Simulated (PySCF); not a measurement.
# How the numerical set-up moves the result for LiBr⁺

Which parts of the numerical set-up matter for LiBr⁺? Each run edits the base script.

Method: each script names its method and basis; program: PySCF 2.14.0.

2 further runs of the same task are left out: 2 that didn't finish.

**1. Starting geometry**

LiBr⁺: 2 atoms, charge 1, spin multiplicity 2.

Bond lengths: Li1–Br2 2.093 Å.

**2. Base script**

Input file input.py:

```python
from pyscf import gto, dft

mol = gto.M(
    atom='Li 0 0 0; Br 0 0 2.093',
    basis='6-31g',
    charge=1,
    spin=1,
    verbose=4,
)
mf = dft.UKS(mol, xc='o3lyp')
mf.kernel()
mf.stability(internal=True, external=True)
mf.dip_moment()
print('orbital energies (hartree):', [e[max(0, n-3):n+3].round(4) for e, n in zip(mf.mo_energy, mol.nelec)])
```

The run is started by

```
> python input.py
```

Its log is not repeated here.

Base result: E(SCF) = -2581.569284 Eh, 7 cycles, ⟨S²⟩ = 0.751, internal stable; real -> complex stable; UHF/UKS -> GHF/GKS unstable.

The bond length is a typed value, not an optimised one. The dipole of an ion depends on the origin.

**3. Lanl2dz (core potential on)**

Variant 1 changes basis set: 6-31g → lanl2dz; core potential: off → on. The core potential changes with it: totals don't compare.

Input file input.py:

```python
from pyscf import gto, dft

mol = gto.M(
    atom='Li 0 0 0; Br 0 0 2.093',
    basis='lanl2dz',
    ecp={'Br': 'lanl2dz'},
    charge=1,
    spin=1,
    verbose=4,
)
mf = dft.UKS(mol, xc='o3lyp')
mf.kernel()
mf.stability(internal=True, external=True)
mf.dip_moment()
print('orbital energies (hartree):', [e[max(0, n-3):n+3].round(4) for e, n in zip(mf.mo_energy, mol.nelec)])
```

The run is started by

```
> python input.py
```

**4. Cartesian functions on**

Variant 2 changes Cartesian functions: off → on.

input.py, as its differences from that of step 2:

```diff
@@ -7,2 +7,3 @@
     spin=1,
+    cart=True,
     verbose=4,
```

**5. Def2-svp**

Variant 3 changes basis set: 6-31g → def2-svp.

input.py, as its differences from that of step 2:

```diff
@@ -4,3 +4,3 @@
     atom='Li 0 0 0; Br 0 0 2.093',
-    basis='6-31g',
+    basis='def2-svp',
     charge=1,
```

**6. Density fitting def2-universal-jkfit**

Variant 4 changes density fitting: none → def2-universal-jkfit.

input.py, as its differences from that of step 2:

```diff
@@ -10,2 +10,3 @@
 mf = dft.UKS(mol, xc='o3lyp')
+mf = mf.density_fit(auxbasis='def2-universal-jkfit')
 mf.kernel()
```

Q: Predict the outcome of this session. Wanted: for each run, E(SCF); from base; gap, α spin; after the SCF.

The runs gave:

```csv
run,E(SCF) (hartree),from base (eV),cycles,"gap, α spin (eV)",functions,after the SCF
base,-2581.569284,0,7,7.77,36,unstable: UHF/UKS -> GHF/GKS
lanl2dz (core potential on),-20.411086,not comparable,7,7.80,17,"unstable: real -> complex, UHF/UKS -> GHF/GKS"
Cartesian functions on,-2581.577899,-0.2344,8,7.77,38,unstable: UHF/UKS -> GHF/GKS
def2-svp,-2581.634659,-1.7789,8,8.05,41,unstable: UHF/UKS -> GHF/GKS
density fitting def2-universal-jkfit,-2581.569291,-0.0002,7,7.77,36,unstable: UHF/UKS -> GHF/GKS
```

Of the runs whose energies can be compared, “def2-svp” moves the SCF energy most (-1.779 eV). def2-svp (41 functions) gives an energy 1.78 eV lower than 6-31g (36).
